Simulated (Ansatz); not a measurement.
# Ca26CdO27 (Lime): the cost of one run

Method: DFT, PBE, plane-wave PAW, default files, scalar-relativistic, as far as a step names no other, in Ansatz 0.2.0.

1 further run of the same task is left out (it didn't finish).

## 1. The starting structure

The structure is cubic, space group Fm-3m (No. 225). Conventional cell: a = 14.439 Å, b = 14.439 Å, c = 14.439 Å, α = 90.00°, β = 90.00°, γ = 90.00°. Cd (site symmetry m-3m) is surrounded by 6 O at 2.41 Å. Ca (site symmetry mm2) is surrounded by 6 O at 2.41 Å. Around Ca (site symmetry 3m) lie 6 O at 2.41 Å. Ca (site symmetry 4mm) is surrounded by 6 O at 2.41 Å. O (site symmetry 3m) is surrounded by 6 Ca at 2.41 Å. Around O (site symmetry 4mm) lie 5 Ca at 2.41 Å and 1 Cd at 2.41 Å. O (site symmetry mm2) is surrounded by 6 Ca at 2.41 Å. Around O (site symmetry m-3m) lie 6 Ca at 2.41 Å.

Coordinates:

```
CELL_PARAMETERS angstrom
0.00000 7.21950 7.21950
7.21950 0.00000 7.21950
7.21950 7.21950 0.00000
ATOMIC_POSITIONS crystal
Cd 0.00000 0.00000 0.00000
Ca 0.00000 0.00000 0.33333
Ca 0.00000 0.00000 0.66667
Ca 0.00000 0.33333 0.00000
Ca 0.00000 0.33333 0.33333
Ca 0.00000 0.33333 0.66667
Ca 0.00000 0.66667 0.00000
Ca 0.00000 0.66667 0.33333
Ca 0.00000 0.66667 0.66667
Ca 0.33333 0.00000 0.00000
Ca 0.33333 0.00000 0.33333
Ca 0.33333 0.00000 0.66667
Ca 0.33333 0.33333 0.00000
Ca 0.33333 0.33333 0.33333
Ca 0.33333 0.33333 0.66667
Ca 0.33333 0.66667 0.00000
Ca 0.33333 0.66667 0.33333
Ca 0.33333 0.66667 0.66667
Ca 0.66667 0.00000 0.00000
Ca 0.66667 0.00000 0.33333
Ca 0.66667 0.00000 0.66667
Ca 0.66667 0.33333 0.00000
Ca 0.66667 0.33333 0.33333
Ca 0.66667 0.33333 0.66667
Ca 0.66667 0.66667 0.00000
Ca 0.66667 0.66667 0.33333
Ca 0.66667 0.66667 0.66667
O 0.16667 0.16667 0.16667
O 0.16667 0.16667 0.50000
O 0.16667 0.16667 0.83333
O 0.16667 0.50000 0.16667
O 0.16667 0.50000 0.50000
O 0.16667 0.50000 0.83333
O 0.16667 0.83333 0.16667
O 0.16667 0.83333 0.50000
O 0.16667 0.83333 0.83333
O 0.50000 0.16667 0.16667
O 0.50000 0.16667 0.50000
O 0.50000 0.16667 0.83333
O 0.50000 0.50000 0.16667
O 0.50000 0.50000 0.50000
O 0.50000 0.50000 0.83333
O 0.50000 0.83333 0.16667
O 0.50000 0.83333 0.50000
O 0.50000 0.83333 0.83333
O 0.83333 0.16667 0.16667
O 0.83333 0.16667 0.50000
O 0.83333 0.16667 0.83333
O 0.83333 0.50000 0.16667
O 0.83333 0.50000 0.50000
O 0.83333 0.50000 0.83333
O 0.83333 0.83333 0.16667
O 0.83333 0.83333 0.50000
O 0.83333 0.83333 0.83333
```

Atom 1 of the input is the impurity.

## 2. First run, atoms as given

The input, input.yaml:

```yaml
crystal:
  lattice:
    - [0.0, 7.2195, 7.2195]
    - [7.2195, 0.0, 7.2195]
    - [7.2195, 7.2195, 0.0]
  atoms:
    - { symbol: Cd, position: [0.0, 0.0, 0.0] }
    - { symbol: Ca, position: [0.0, 0.0, 0.3333333333] }
    - { symbol: Ca, position: [0.0, 0.0, 0.6666666667] }
    - { symbol: Ca, position: [0.0, 0.3333333333, 0.0] }
    - { symbol: Ca, position: [0.0, 0.3333333333, 0.3333333333] }
    - { symbol: Ca, position: [0.0, 0.3333333333, 0.6666666667] }
    - { symbol: Ca, position: [0.0, 0.6666666667, 0.0] }
    - { symbol: Ca, position: [0.0, 0.6666666667, 0.3333333333] }
    - { symbol: Ca, position: [0.0, 0.6666666667, 0.6666666667] }
    - { symbol: Ca, position: [0.3333333333, 0.0, 0.0] }
    - { symbol: Ca, position: [0.3333333333, 0.0, 0.3333333333] }
    - { symbol: Ca, position: [0.3333333333, 0.0, 0.6666666667] }
    - { symbol: Ca, position: [0.3333333333, 0.3333333333, 0.0] }
    - { symbol: Ca, position: [0.3333333333, 0.3333333333, 0.3333333333] }
    - { symbol: Ca, position: [0.3333333333, 0.3333333333, 0.6666666667] }
    - { symbol: Ca, position: [0.3333333333, 0.6666666667, 0.0] }
    - { symbol: Ca, position: [0.3333333333, 0.6666666667, 0.3333333333] }
    - { symbol: Ca, position: [0.3333333333, 0.6666666667, 0.6666666667] }
    - { symbol: Ca, position: [0.6666666667, 0.0, 0.0] }
    - { symbol: Ca, position: [0.6666666667, 0.0, 0.3333333333] }
    - { symbol: Ca, position: [0.6666666667, 0.0, 0.6666666667] }
    - { symbol: Ca, position: [0.6666666667, 0.3333333333, 0.0] }
    - { symbol: Ca, position: [0.6666666667, 0.3333333333, 0.3333333333] }
    - { symbol: Ca, position: [0.6666666667, 0.3333333333, 0.6666666667] }
    - { symbol: Ca, position: [0.6666666667, 0.6666666667, 0.0] }
    - { symbol: Ca, position: [0.6666666667, 0.6666666667, 0.3333333333] }
    - { symbol: Ca, position: [0.6666666667, 0.6666666667, 0.6666666667] }
    - { symbol: O, position: [0.1666666667, 0.1666666667, 0.1666666667] }
    - { symbol: O, position: [0.1666666667, 0.1666666667, 0.5] }
    - { symbol: O, position: [0.1666666667, 0.1666666667, 0.8333333333] }
    - { symbol: O, position: [0.1666666667, 0.5, 0.1666666667] }
    - { symbol: O, position: [0.1666666667, 0.5, 0.5] }
    - { symbol: O, position: [0.1666666667, 0.5, 0.8333333333] }
    - { symbol: O, position: [0.1666666667, 0.8333333333, 0.1666666667] }
    - { symbol: O, position: [0.1666666667, 0.8333333333, 0.5] }
    - { symbol: O, position: [0.1666666667, 0.8333333333, 0.8333333333] }
    - { symbol: O, position: [0.5, 0.1666666667, 0.1666666667] }
    - { symbol: O, position: [0.5, 0.1666666667, 0.5] }
    - { symbol: O, position: [0.5, 0.1666666667, 0.8333333333] }
    - { symbol: O, position: [0.5, 0.5, 0.1666666667] }
    - { symbol: O, position: [0.5, 0.5, 0.5] }
    - { symbol: O, position: [0.5, 0.5, 0.8333333333] }
    - { symbol: O, position: [0.5, 0.8333333333, 0.1666666667] }
    - { symbol: O, position: [0.5, 0.8333333333, 0.5] }
    - { symbol: O, position: [0.5, 0.8333333333, 0.8333333333] }
    - { symbol: O, position: [0.8333333333, 0.1666666667, 0.1666666667] }
    - { symbol: O, position: [0.8333333333, 0.1666666667, 0.5] }
    - { symbol: O, position: [0.8333333333, 0.1666666667, 0.8333333333] }
    - { symbol: O, position: [0.8333333333, 0.5, 0.1666666667] }
    - { symbol: O, position: [0.8333333333, 0.5, 0.5] }
    - { symbol: O, position: [0.8333333333, 0.5, 0.8333333333] }
    - { symbol: O, position: [0.8333333333, 0.8333333333, 0.1666666667] }
    - { symbol: O, position: [0.8333333333, 0.8333333333, 0.5] }
    - { symbol: O, position: [0.8333333333, 0.8333333333, 0.8333333333] }
kpoints:
  mp_grid: { grid: [2, 2, 2] }
scf:
  occupations: { method: fermi_dirac, width: 0.01 }
hamiltonian:
  xc: pbe
  pseudopotentials: { kind: paw }
output:
  forces: true
  stress: true
  populations: true
  efg:
    quadrupole_moments_barn: { Ca: -0.0408, O: -0.02558 }
    contact_densities: true
```

On the command line:

```sh
> ansatz run input.yaml --threads 1 --pin off --max-ram 3072MiB --backend cpu --events-out ev --progress --plain --runs-dir out
```

**Question.** How long does this run take on 1 thread of Arm Neoverse V1, shared host, and how much memory does it need?

About 79 s, with a peak of 1.5 GiB.
